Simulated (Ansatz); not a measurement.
# SiGeHO (quartet): the correlation ladder, cc-pVDZ

An exercise on one series of results from a longer session: the logs are not shown, and one member is left open.

Program: Ansatz 0.2.0, Gaussian basis. Level of theory: cc-pVDZ, core rule «outside noble gas», up to 20 orbitals frozen. These are calculated values, not measurements.

The runs, in order: UHF; CCSD(T) on ROHF; CCSD(T) on UHF; BCCD(T) on ROHF; CISD as a restricted active space (open shells left free, so some higher excitations enter); CCSDT(Q) on ROHF; CCSDT(Q) on UHF.

24 further runs of the same task are left out: 12 that didn't finish, 12 set aside as unsound or not needed. Runs told in other sessions of the task aren't counted.

## The system

The geometry is a PBE0/def2-TZVP stationary point (not a proven minimum). No spin-orbit coupling is included. The filled d shell of Ge may be among the frozen orbitals whatever the setting's name suggests.

4 atoms, charge 0, spin multiplicity 4.

Atoms are counted from 1 here; the program's logs count them from 0.

Bond lengths: Ge1–O2 1.777 Å, Ge1–H4 1.564 Å, O2–Si3 1.641 Å. Angles: O2–Ge1–H4 115.7°, Ge1–O2–Si3 150.5°.

Set-up of the first run:

in.yaml

```yaml
crystal:
  periodic: [false, false, false]
  atoms:
    - {symbol: Ge, position_ang: [0.000000, 0.004847, 1.021232]}
    - {symbol: O, position_ang: [0.000000, -0.359730, -0.718378]}
    - {symbol: Si, position_ang: [0.000000, 0.137734, -2.282184]}
    - {symbol: H, position_ang: [0.000000, 1.522968, 1.396565]}
basis:
  gaussian: {orbitals: cc-pVDZ}
magnetization: {spin_polarized: true, initial_magnetization: 3}
hamiltonian: {xc: hf}
output: {orbitals: {seedname: orbitals}}
```

Run with:

```sh
ansatz run in.yaml --threads 1 --pin off --events-out ev --progress --plain --max-ram 2393MiB
```

Among the steps run: UHF; CCSD(T) on ROHF; CCSD(T) on UHF; BCCD(T) on ROHF; CISD as a restricted active space (open shells left free, so some higher excitations enter); CCSDT(Q) on ROHF; CCSDT(Q) on UHF.

One table of the session follows, with a row left open; its other results are not shown here.

```
   method  from UCCSDT(Q) (meV)
     ROHF                     ?
      UHF               +9350.3
     RMP2               +1100.4
     UMP2               +1097.0
    RCCSD                +355.2
    UCCSD                +341.0
 RCCSD(T)                 +72.3
 UCCSD(T)                 +62.3
  BCCD(T)                 +65.5
   RCCSDT                 +41.7
   UCCSDT                 +31.5
RCCSDT(Q)                 +15.7
UCCSDT(Q)                     0
```

Estimate the missing values for ROHF.

**Answer.** from UCCSDT(Q) (meV): +9538.0. In the column «from UCCSDT(Q) (meV)» it is the highest.

Not comparable, so not listed: CISD as a restricted active space (open shells left free, so some higher excitations enter) (they don't share determinant, frozen orbitals or solution with the rows shown, or repeat one).

Caveats from the session: Restricted and unrestricted rows rest on different reference determinants; a gap between their highest levels can come from leftover correlation error, from unlike frozen cores or from another state.
